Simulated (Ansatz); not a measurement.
# CH₈O₂Si₂: one species, many methods

One table from this session's results is given with a row withheld; the runs are named, their logs left out.

Program: Ansatz 0.2.0, Gaussian basis. Level of theory: functionals in def2-TZVPP, the program's frozen cores in correlated methods. These are calculated values, not measurements.

The runs, in order: LDA (SPW92), PBE-D4, revPBE-D4, BLYP-D4, r2SCAN-D4, B97M-V, PBE0-D4, B3LYP-D4, r2SCANh-D4, r2SCAN0-D4, HSE06-D4, BHLYP-D4, CAM-B3LYP-D4, LC-ωPBE, ωB97X-V, ωB97M-V, B2PLYP, PBE-QIDH; CCSD(T)/def2-SVP; CCSD(T)/def2-TZVPP; MP2/def2-QZVPP; extrapolation to the limit; RPA on PBE.

## The relaxed structure

An earlier PBE0-D4 in a triple-zeta def2 set relaxation fixed the geometry.

SMILES `CO[SiH2]O[SiH3]`, 13 atoms, charge 0, spin multiplicity 1.

Atoms are counted from 1 here; the program's logs count them from 0.

Bond lengths: C1–O2 1.410 Å, C1–H6 1.091 Å, C1–H7 1.096 Å, C1–H8 1.095 Å, O2–Si3 1.632 Å, Si3–O4 1.632 Å, Si3–H9 1.479 Å, Si3–H10 1.484 Å, O4–Si5 1.637 Å, Si5–H11 1.483 Å, Si5–H12 1.487 Å, Si5–H13 1.486 Å. Angles: O2–C1–H6 108.4°, O2–C1–H7 111.7°, O2–C1–H8 111.0°, H6–C1–H7 108.5°, H6–C1–H8 108.6°, H7–C1–H8 108.6°, C1–O2–Si3 123.9°, O2–Si3–O4 112.2°, O2–Si3–H9 105.4°, O2–Si3–H10 110.1°, O4–Si3–H9 110.2°, O4–Si3–H10 106.0°, H9–Si3–H10 113.0°, Si3–O4–Si5 144.4°, O4–Si5–H11 108.3°, O4–Si5–H12 110.5°, O4–Si5–H13 109.9°, H11–Si5–H12 109.6° and more.

Geometry (Å):

```mol
CH8O2Si2
  3D, bonds by distance, orders not assigned

 13 12  0  0  0  0  0  0  0  0999 V2000
   -1.2375   -0.6209    1.6898 C   0  0
   -0.2027   -1.2351    0.9546 O   0  0
    1.1584   -0.4671    0.4828 Si  0  0
    0.8581    0.6958   -0.6224 O   0  0
    0.2006    0.9974   -2.0905 Si  0  0
   -1.8612   -1.4034    2.1248 H   0  0
   -0.8430    0.0011    2.5019 H   0  0
   -1.8615    0.0040    1.0429 H   0  0
    2.0196   -1.5172   -0.1025 H   0  0
    1.7853    0.2187    1.6398 H   0  0
    0.7286    2.2939   -2.5798 H   0  0
    0.5547   -0.0802   -3.0514 H   0  0
   -1.2789    1.0781   -1.9753 H   0  0
  1  2  8  0
  2  3  8  0
  3  4  8  0
  4  5  8  0
  1  6  8  0
  1  7  8  0
  1  8  8  0
  3  9  8  0
  3 10  8  0
  5 11  8  0
  5 12  8  0
  5 13  8  0
M  END
```

The first run:

in.yaml reads:

```yaml
crystal:
  periodic: [false, false, false]
  atoms:
    - {symbol: C, position_ang: [-1.237520, -0.620946, 1.689762]}
    - {symbol: O, position_ang: [-0.202710, -1.235059, 0.954619]}
    - {symbol: Si, position_ang: [1.158365, -0.467104, 0.482799]}
    - {symbol: O, position_ang: [0.858125, 0.695779, -0.622385]}
    - {symbol: Si, position_ang: [0.200563, 0.997411, -2.090548]}
    - {symbol: H, position_ang: [-1.861221, -1.403403, 2.124850]}
    - {symbol: H, position_ang: [-0.842954, 0.001075, 2.501852]}
    - {symbol: H, position_ang: [-1.861460, 0.004036, 1.042925]}
    - {symbol: H, position_ang: [2.019592, -1.517200, -0.102536]}
    - {symbol: H, position_ang: [1.785290, 0.218705, 1.639770]}
    - {symbol: H, position_ang: [0.728550, 2.293936, -2.579750]}
    - {symbol: H, position_ang: [0.554714, -0.080176, -3.051444]}
    - {symbol: H, position_ang: [-1.278934, 1.078147, -1.975316]}
basis:
  gaussian: {orbitals: def2-TZVPP}
hamiltonian: {xc: lda}
output: {orbitals: {seedname: orbitals}}
```

Among the steps run: LDA; PBE-D4 (GGA); revPBE-D4 (GGA); BLYP-D4 (GGA); r2SCAN-D4 (meta-GGA); B97M-V (meta-GGA); PBE0-D4 (hybrid); B3LYP-D4 (hybrid); r2SCANh-D4 (hybrid); r2SCAN0-D4 (hybrid); HSE06-D4 (hybrid); BHLYP-D4 (hybrid); CAM-B3LYP-D4 (range-separated); LC-ωPBE-D4 (range-separated; the results give it without D4); ωB97X-V (range-separated); ωB97M-V (range-separated); B2PLYP (double hybrid); PBE-QIDH (double hybrid).

One table of the session follows, with a row left open; its other results are not shown here.

It belongs to the step «Frontier levels by functional». 

| functional | HOMO (eV) | gap (eV) |
| --- | --- | --- |
| LDA (SPW92) | -7.06 | 6.01 |
| PBE-D4 | -6.94 | 6.18 |
| revPBE-D4 | -6.88 | 6.26 |
| BLYP-D4 | -6.84 | 6.23 |
| r2SCAN-D4 | ? | ? |
| B97M-V | -7.45 | 6.80 |
| PBE0-D4 | -8.48 | 8.59 |
| B3LYP-D4 | -8.25 | 8.15 |
| r2SCANh-D4 | -7.85 | 7.80 |
| r2SCAN0-D4 | -8.72 | 9.08 |
| HSE06-D4 | -8.07 | 7.81 |
| BHLYP-D4 | -9.95 | 10.92 |
| CAM-B3LYP-D4 | -9.93 | 11.02 |
| LC-ωPBE | -11.28 | 13.57 |
| ωB97X-V | -10.96 | 13.07 |
| ωB97M-V | -10.86 | 12.65 |

Q: Estimate the row for r2SCAN-D4 from the others.

Worked estimate for «HOMO (eV)». Against the share of exact exchange, r2SCANh-D4 (0.1, -7.85), r2SCAN0-D4 (0.25, -8.72) give a slope of -5.80 per unit share; at 0 the line stands at -7.27.

As computed: HOMO (eV): -7.27; gap (eV): 6.93. In «HOMO (eV)» the line misses by 0.00.
